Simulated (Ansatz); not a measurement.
# NiPt: how the settings move a single-point run

Question: which choices in the input matter for NiPt?

Program: Ansatz 0.2.0. Level of theory: reference: DFT, PBEsol, PAW with Ansatz's default frozen-core files, scalar-relativistic. These are calculated values, not measurements.

**1. The starting structure**

It takes space group R-3m (No. 166, trigonal). Conventional cell: a = 2.707 Å, b = 2.707 Å, c = 12.689 Å, α = 90.00°, β = 90.00°, γ = 120.00°. Ni (site symmetry -3m) is surrounded by 6 Pt at 2.63 Å and 6 Ni at 2.71 Å. Pt (site symmetry -3m) is surrounded by 6 Ni at 2.63 Å and 6 Pt at 2.71 Å.

As a file:

```cif
data_structure
_symmetry_space_group_name_H-M 'R-3m:H'
_symmetry_Int_Tables_number 166
_cell_length_a 2.7072
_cell_length_b 2.7072
_cell_length_c 12.6889
_cell_angle_alpha 90.000
_cell_angle_beta 90.000
_cell_angle_gamma 120.000
_cell_volume 80.54
loop_
_atom_site_label
_atom_site_type_symbol
_atom_site_symmetry_multiplicity
_atom_site_Wyckoff_symbol
_atom_site_fract_x
_atom_site_fract_y
_atom_site_fract_z
_atom_site_occupancy
Ni1 Ni 3 a 0.00000 0.00000 0.00000 1
Pt1 Pt 3 b 0.66667 0.33333 0.83333 1
```

**2. Baseline**

Input file input.yaml:

```yaml
crystal:
  lattice:
    - [1.3535998424, 0.7815012334, 4.2296453483]
    - [-1.3535998424, 0.7815012334, 4.2296453483]
    - [0.0, -1.5630024668, 4.2296453483]
  atoms:
    - { symbol: Ni, position: [0.0, 0.0, 0.0], spin: 0.8, spin_axis: [-1.0, 0.0, 0.0] }
    - { symbol: Pt, position: [0.5, 0.5, 0.5], spin: 0.2, spin_axis: [-1.0, 0.0, 0.0] }
magnetization:
  noncollinear: true
  spin_spiral: { q: [0.0833333333, 0.0833333333, 0.0833333333] }
kpoints:
  mp_grid: { grid: [12, 12, 12], shift: [0.5, 0.5, 0.5] }
scf:
  occupations: { method: fermi_dirac, width: 0.05 }
  lower_state_search: "off"
hamiltonian:
  xc: pbesol
  pseudopotentials: { kind: paw }
output:
  eigenvalues: false
```

On the command line:

```
$ ansatz run input.yaml --threads 2 --pin off --max-ram 5120MiB --backend cpu --events-out ev --progress --plain --runs-dir out
```

The main lines of its log:

```text
[...]
Basis set: ecut = 420 eV, 537 PW (Γ), FFT grids on a1−a3, a2−a3, a3
[...]
k-points: 182 of 1728
[...]
SCF iter   1: F=—  HF=-18192.368868 eV  |F-HF|=—  |Δ(HF+E_count)|=         —  Δρ=3.00e-1  dr2=3.22e1  dr2_m=8.30e-1  ethr=3.10e-3  |M|=2.69e-1 ∫|m|=2.94e-1 μB  |m|>n=0.0e0 m-floor=0.0e0 τ_xc=1.1e-4 mc-row=0.0e0  β_m=0.30  ⟨swp⟩=6.1  Hψ=26419  notcnv=0  defer=4
preconditioner: auto → Kerker (q_TF=auto, 2.865 Å⁻¹)  [metal: Δε(μ)=0.001 eV  Ē_g=9.207 eV  σ=0.050 eV  W_gap=0.01  n_scr=14 (ndim 8)  ℏωp=32.1 eV  f_vac=0.000  D(μ)=2.26/eV (n_scr^D=28)]
[...]
SCF iter   2: F=—  HF=-18189.652682 eV  |F-HF|=—  |Δ(HF+E_count)|=    2.72e0  Δρ=1.50e-1  dr2=2.99e0  dr2_m=5.58e-2  ethr=3.10e-3  |M|=8.18e-1 ∫|m|=8.44e-1 μB  |m|>n=0.0e0 m-floor=0.0e0 τ_xc=8.8e-5 mc-row=0.0e0  β_m=0.30  ⟨swp⟩=3.6  Hψ=18318  notcnv=0  defer=3
[...]
SCF iter  17: F=—  HF=-18188.869066 eV  |F-HF|=—  |Δ(HF+E_count)|=   1.09e-8  Δρ=5.26e-5  dr2=6.99e-7  dr2_m=3.36e-8  ethr=4.34e-10  |M|=9.39e-1 ∫|m|=1.04e0 μB  |m|>n=0.0e0 m-floor=0.0e0 τ_xc=3.9e-4 mc-row=0.0e0  β_m=0.73  ⟨swp⟩=1.0  Hψ=7724  notcnv=0  defer=2
SCF iter  18: F=-18188.869066 eV  HF=-18188.869066 eV  |F-HF|=1.22e-9  |Δ(HF+E_count)|=   4.15e-8  Δρ=2.79e-6  dr2=1.59e-9  dr2_m=4.80e-10  ethr=2.78e-10  |M|=9.38e-1 ∫|m|=1.04e0 μB  |m|>n=0.0e0 m-floor=0.0e0 τ_xc=3.9e-4 mc-row=0.0e0  ⟨swp⟩=1.6  Hψ=19470  notc
[...]
SCF converged after 18 iterations
Magnetization: |M| = 0.9384 μB,  M = (-0.9384, -0.0000, +0.0000) μB
[...]
Free energy (F): -18188.869066 eV
[...]
E sigma→0 (E₀):  -18188.856266 eV
[...]
Fermi energy:    20.272212 eV
[...]
```

Run time: 29 s. Hardware: 2 threads of Intel Xeon 6975P-C (Granite Rapids), shared host; peak memory 0.66 GiB.

**3. Changed: noncollinear_xc locally_collinear**

Edit input.yaml of step 2 so:

```diff
@@ -19,2 +19,3 @@
   pseudopotentials: { kind: paw }
+  noncollinear_xc: locally_collinear
 output:
```

On the command line:

```
$ ansatz run input.yaml --threads 2 --pin off --max-ram 5120MiB --backend cpu --events-out ev --progress --plain --runs-dir out
```

What it wrote:

```text
settings of this run that can trade accuracy for cost: output.eigenvalues: false. Do not mix this run's numbers with those of runs without the same settings; the input reference describes each key
Engine: ansatz 0.2.0
Pseudopotentials: kind: paw
Pseudopotential: Ni, paw, valence charge 18, recommended cutoff 420 eV (normal)
Pseudopotential: Pt, paw, valence charge 18, recommended cutoff 420 eV (normal)
Functional definition: PBEsol
  exchange = pbesol_x
  correlation = pbesol_c
Crystal: 2 atoms, lattice volume = 26.846 Å³
Basis set: ecut = 420 eV, 537 PW (Γ)
Bands: 44, of which v1, the nominal top of the filled ones, is band 36 counted from 1 (35 counted from 0)
Symmetry: 6 space group operations
k-points: 182 of 1728
Spin spiral: q = (0.0833333333, 0.0833333333, 0.0833333333) of the reciprocal vectors; moments are told in the frame that turns with it, a site's in that at the site
Non-local potential: Ni, projectors of the file, l = 0: 3, l = 1: 2, l = 2: 3, l = 3: 1
Non-local potential: Pt, projectors of the file, l = 0: 3, l = 1: 2, l = 2: 2, l = 3: 1
PAW form: soft (Blöchl's): semilocal exchange-correlation on the pseudo side does not see the compensation charge
PAW frozen core: Ni, regenerated for the run's functional, and the local potential with it (the file was generated under x = pbe(κ = 0.804, μ = 0.2195149727645171), c = pbe(β = 0.06672455060314922))
PAW frozen core: Pt, regenerated for the run's functional, and the local potential with it (the file was generated under x = pbe(κ = 0.804, μ = 0.2195149727645171), c = pbe(β = 0.06672455060314922))
PAW one-centre angular grid: Ni, 590 points (default); XC on its mesh's 2655 points in the sphere
PAW one-centre angular grid: Pt, 590 points (default); XC on its mesh's 2885 points in the sphere
Initial density: superposition of atomic densities (chi_scale 0.1, normalization cell)
Starting moments: Σ|m| = 1 μB on 2 of 2 sites
Initial wavefunctions: pseudopotential atomic-orbital guess
Functional: x = pbesol(κ = 0.804, μ = 0.12345679012345678), c = pbesol(β = 0.046)
SCF iter   1: F=—  HF=-18192.368792 eV  |F-HF|=—  |Δ(HF+E_count)|=         —  Δρ=3.00e-1  dr2=3.22e1  dr2_m=8.30e-1  ethr=3.10e-3  |M|=2.69e-1 ∫|m|=2.94e-1 μB  |m|>n=0.0e0 m-floor=0.0e0 τ_xc=1.2e-19  β_m=0.30  ⟨swp⟩=6.1  Hψ=26399  notcnv=0  defer=51
preconditioner: auto → Kerker (q_TF=auto, 2.865 Å⁻¹)  [metal: Δε(μ)=0.001 eV  Ē_g=9.207 eV  σ=0.050 eV  W_gap=0.00  n_scr=14 (ndim 8)  ℏωp=32.1 eV  f_vac=0.000  D(μ)=2.26/eV (n_scr^D=28)]
spin=Noncollinear: Kerker preconditioning applied to the charge; magnetization (m_x, m_y, m_z) channels mix plain (no charge-response kernel on spin).
SCF iter   2: F=—  HF=-18189.652790 eV  |F-HF|=—  |Δ(HF+E_count)|=    2.72e0  Δρ=1.50e-1  dr2=2.99e0  dr2_m=5.58e-2  ethr=3.10e-3  |M|=8.18e-1 ∫|m|=8.44e-1 μB  |m|>n=0.0e0 m-floor=0.0e0 τ_xc=7.0e-20  β_m=0.30  ⟨swp⟩=3.5  Hψ=18293  notcnv=0  defer=329
SCF iter   3: F=—  HF=-18189.161482 eV  |F-HF|=—  |Δ(HF+E_count)|=   4.91e-1  Δρ=7.95e-2  dr2=3.06e0  dr2_m=8.75e-2  ethr=3.10e-3  |M|=5.33e-1 ∫|m|=5.74e-1 μB  |m|>n=0.0e0 m-floor=0.0e0 τ_xc=7.6e-20  β_m=0.30  ⟨swp⟩=2.3  Hψ=16578  notcnv=0  defer=270
SCF iter   4: F=—  HF=-18188.898169 eV  |F-HF|=—  |Δ(HF+E_count)|=   2.63e-1  Δρ=7.02e-2  dr2=1.10e0  dr2_m=1.78e-1  ethr=3.10e-3  |M|=9.06e-1 ∫|m|=9.46e-1 μB  |m|>n=0.0e0 m-floor=0.0e0 τ_xc=6.9e-20  β_m=0.30  ⟨swp⟩=2.5  Hψ=12529  notcnv=0  defer=287
SCF iter   5: F=—  HF=-18188.905820 eV  |F-HF|=—  |Δ(HF+E_count)|=   7.65e-3  Δρ=4.50e-2  dr2=6.94e-1  dr2_m=5.88e-3  ethr=3.04e-3  |M|=7.07e-1 ∫|m|=7.57e-1 μB  |m|>n=0.0e0 m-floor=0.0e0 τ_xc=8.7e-20  β_m=0.30  ⟨swp⟩=2.0  Hψ=10181  notcnv=0  defer=295
SCF iter   6: F=—  HF=-18188.859486 eV  |F-HF|=—  |Δ(HF+E_count)|=   4.63e-2  Δρ=1.95e-2  dr2=1.97e-2  dr2_m=2.34e-2  ethr=1.93e-3  |M|=8.18e-1 ∫|m|=8.70e-1 μB  |m|>n=0.0e0 m-floor=0.0e0 τ_xc=9.2e-20  β_m=1.00  ⟨swp⟩=2.0  Hψ=8824  notcnv=0  defer=296
SCF iter   7: F=—  HF=-18188.856777 eV  |F-HF|=—  |Δ(HF+E_count)|=   2.71e-3  Δρ=9.00e-3  dr2=1.39e-3  dr2_m=5.00e-3  ethr=5.48e-5  |M|=8.59e-1 ∫|m|=9.24e-1 μB  |m|>n=0.0e0 m-floor=0.0e0 τ_xc=1.3e-19  β_m=1.00  ⟨swp⟩=1.1  Hψ=9164  notcnv=0  defer=298
SCF iter   8: F=—  HF=-18188.857731 eV  |F-HF|=—  |Δ(HF+E_count)|=   9.54e-4  Δρ=5.19e-3  dr2=5.96e-4  dr2_m=1.67e-3  ethr=3.87e-6  |M|=8.83e-1 ∫|m|=9.54e-1 μB  |m|>n=0.0e0 m-floor=0.0e0 τ_xc=1.4e-19  β_m=0.30  ⟨swp⟩=2.0  Hψ=15144  notcnv=0  defer=298
Mixer restart at iter 8: flushing history
spin-set hold released at iteration 8 (site moments contracting): the magnetisation degrees of freedom join the quasi-Newton model from the next iteration; the mixer history was flushed
SCF iter   9: F=—  HF=-18188.862281 eV  |F-HF|=—  |Δ(HF+E_count)|=   4.55e-3  Δρ=4.81e-3  dr2=6.97e-4  dr2_m=1.43e-3  ethr=1.66e-6  |M|=8.88e-1 ∫|m|=9.62e-1 μB  |m|>n=0.0e0 m-floor=0.0e0 τ_xc=1.4e-19  β_m=0.65  ⟨swp⟩=2.0  Hψ=14201  notcnv=0  defer=298
SCF iter  10: F=—  HF=-18188.870335 eV  |F-HF|=—  |Δ(HF+E_count)|=   8.05e-3  Δρ=1.48e-2  dr2=5.53e-2  dr2_m=1.11e-2  ethr=1.66e-6  |M|=9.41e-1 ∫|m|=1.02e0 μB  |m|>n=0.0e0 m-floor=0.0e0 τ_xc=1.5e-19  β_m=0.37  ⟨swp⟩=2.4  Hψ=15578  notcnv=0  defer=298  recentre
SCF iter  11: F=—  HF=-18188.867296 eV  |F-HF|=—  |Δ(HF+E_count)|=   3.04e-3  Δρ=3.99e-3  dr2=5.46e-4  dr2_m=9.82e-4  ethr=1.66e-6  |M|=9.20e-1 ∫|m|=1.00e0 μB  |m|>n=0.0e0 m-floor=0.0e0 τ_xc=1.6e-19  β_m=0.66  ⟨swp⟩=2.1  Hψ=15452  notcnv=0  defer=298
SCF iter  12: F=—  HF=-18188.868465 eV  |F-HF|=—  |Δ(HF+E_count)|=   1.17e-3  Δρ=1.00e-3  dr2=2.00e-4  dr2_m=3.18e-5  ethr=1.52e-6  |M|=9.37e-1 ∫|m|=1.03e0 μB  |m|>n=0.0e0 m-floor=0.0e0 τ_xc=1.8e-19  β_m=0.68  ⟨swp⟩=2.0  Hψ=15113  notcnv=0  defer=295
SCF iter  13: F=—  HF=-18188.868459 eV  |F-HF|=—  |Δ(HF+E_count)|=   6.20e-6  Δρ=1.73e-4  dr2=4.65e-6  dr2_m=6.34e-7  ethr=5.55e-7  |M|=9.37e-1 ∫|m|=1.03e0 μB  |m|>n=0.0e0 m-floor=0.0e0 τ_xc=1.8e-19  β_m=0.84  ⟨swp⟩=1.0  Hψ=8764  notcnv=0  defer=292
SCF iter  14: F=—  HF=-18188.868500 eV  |F-HF|=—  |Δ(HF+E_count)|=   4.08e-5  Δρ=1.13e-4  dr2=2.50e-6  dr2_m=2.44e-7  ethr=1.29e-8  |M|=9.37e-1 ∫|m|=1.03e0 μB  |m|>n=0.0e0 m-floor=0.0e0 τ_xc=1.8e-19  β_m=0.77  ⟨swp⟩=2.0  Hψ=10678  notcnv=0  defer=292
SCF iter  15: F=—  HF=-18188.868500 eV  |F-HF|=—  |Δ(HF+E_count)|=   2.52e-7  Δρ=5.45e-5  dr2=8.31e-7  dr2_m=2.94e-8  ethr=6.93e-9  |M|=9.38e-1 ∫|m|=1.03e0 μB  |m|>n=0.0e0 m-floor=0.0e0 τ_xc=1.8e-19  β_m=0.77  ⟨swp⟩=2.0  Hψ=9590  notcnv=0  defer=292
SCF iter  16: F=—  HF=-18188.868500 eV  |F-HF|=—  |Δ(HF+E_count)|=   6.98e-9  Δρ=4.61e-5  dr2=5.62e-7  dr2_m=3.09e-8  ethr=2.31e-9  |M|=9.38e-1 ∫|m|=1.03e0 μB  |m|>n=0.0e0 m-floor=0.0e0 τ_xc=1.8e-19  β_m=0.78  ⟨swp⟩=1.0  Hψ=7724  notcnv=0  defer=292
SCF iter  17: F=-18188.868500 eV  HF=-18188.868500 eV  |F-HF|=1.79e-9  |Δ(HF+E_count)|=   3.01e-8  Δρ=2.42e-6  dr2=2.24e-9  dr2_m=2.63e-10  ethr=2.78e-10  |M|=9.38e-1 ∫|m|=1.03e0 μB  |m|>n=0.0e0 m-floor=0.0e0 τ_xc=1.8e-19  ⟨swp⟩=2.0  Hψ=18913  notcnv=0
SCF 1 converged in 17 iterations: F = -18188.868500 eV  dr2 = 2.24e-9
SCF converged after 17 iterations
Stability not checked: this state was not tested for a lower state beside it, because this non-collinear magnet's GGA is evaluated by the locally collinear projection, under which the energy is not smooth in the magnetisation (locally_collinear_gga; see scf.lower_state_search)
Magnetization: |M| = 0.9375 μB,  M = (-0.9375, -0.0000, +0.0000) μB
Absolute magnetization: 1.0339 μB (∫|m|, with the PAW one-centre terms)
  site 0: m = (-0.7681, -0.0000, +0.0000) μB, |m| = 0.7681 μB  (R = 1.08 Å)
  site 1: m = (-0.2105, -0.0000, +0.0000) μB, |m| = 0.2105 μB  (R = 1.08 Å)
Free energy (F): -18188.868500 eV
Harris-Foulkes:  -18188.868500 eV  (|F-HF|=1.79e-9)
Internal energy: -18188.842854 eV  (E = F + TS)
E sigma→0 (E₀):  -18188.855677 eV
Entropy (-TS):   -0.025646 eV (-12.823 meV/atom)
Fermi energy:    20.271373 eV
--- Per-component energies (eV) ---
  E_band       = -429.662080
  E_kinetic    = 919.259277
  E_local      = -5087.468425  (includes V_loc(G=0)·N_el)
  E_nonlocal   = 842.246047
  E_hartree    = 2063.046700
  E_xc         = -344.159714
  E_vxc        = -410.859058  (∫ρ·V_xc dr)
  E_paw        = -10913.630009  (= ΣΔE_a)
  E_vpaw       = -818.934177  (= ΣTr[D̂ρ^β])
  E_aug_tail   = 0.000670  (compensation charges beyond the density's cutoff)
  E_ewald      = -5668.621671
  E_core_change = 0.484270  (= ΣΔE_core)
  E_smearing   = -0.025646  (= −TS)
  E_closure    = 0.000000  (closes the sum)
  Σ components = -18188.868500   (vs F -18188.868500, Δ=0.00e0)
settings of this run that can trade accuracy for cost: output.eigenvalues: false. Do not mix this run's numbers with those of runs without the same settings; the input reference describes each key
```

Run time: 41 s. Hardware: 2 threads of Intel Xeon 6975P-C (Granite Rapids), shared host; peak memory 0.75 GiB.

After a change of non-collinear form of the functional the difference of the totals has no physical meaning; pressure, gap, moments and forces, where computed, barely move. Cost: 17 SCF cycles against 18, 41 s against 29 s.

**4. Comparison**

```
                                 run     ending   energy change  abs. moment (μB)  cycles  time
                           reference  converged               -              1.04      18  29 s
1: noncollinear_xc locally_collinear  converged  not comparable              1.03      17  41 s
```

Residual by cycle in the longest SCF loop of each run; runs are numbered as in the table. The quantity is the density residual dr2, in eV.

```
cycle  reference    run 1
    1       32.2     32.2
    3       3.06     3.06
    4        1.1      1.1
    6     0.0198   0.0197
    7    0.00137  0.00139
    9     2.5e-4   7.0e-4
   10     1.1e-4   0.0553
   12     3.9e-5   2.0e-4
   13     6.7e-5   4.7e-6
   15     1.6e-7   8.3e-7
   16     7.5e-7   5.6e-7
   18     1.6e-9        -
```

Total energies don't compare across a change of non-collinear form of the functional; pressure, gap, moments and forces, where computed, barely move. Cost: 17 SCF cycles against 18, 41 s against 29 s.
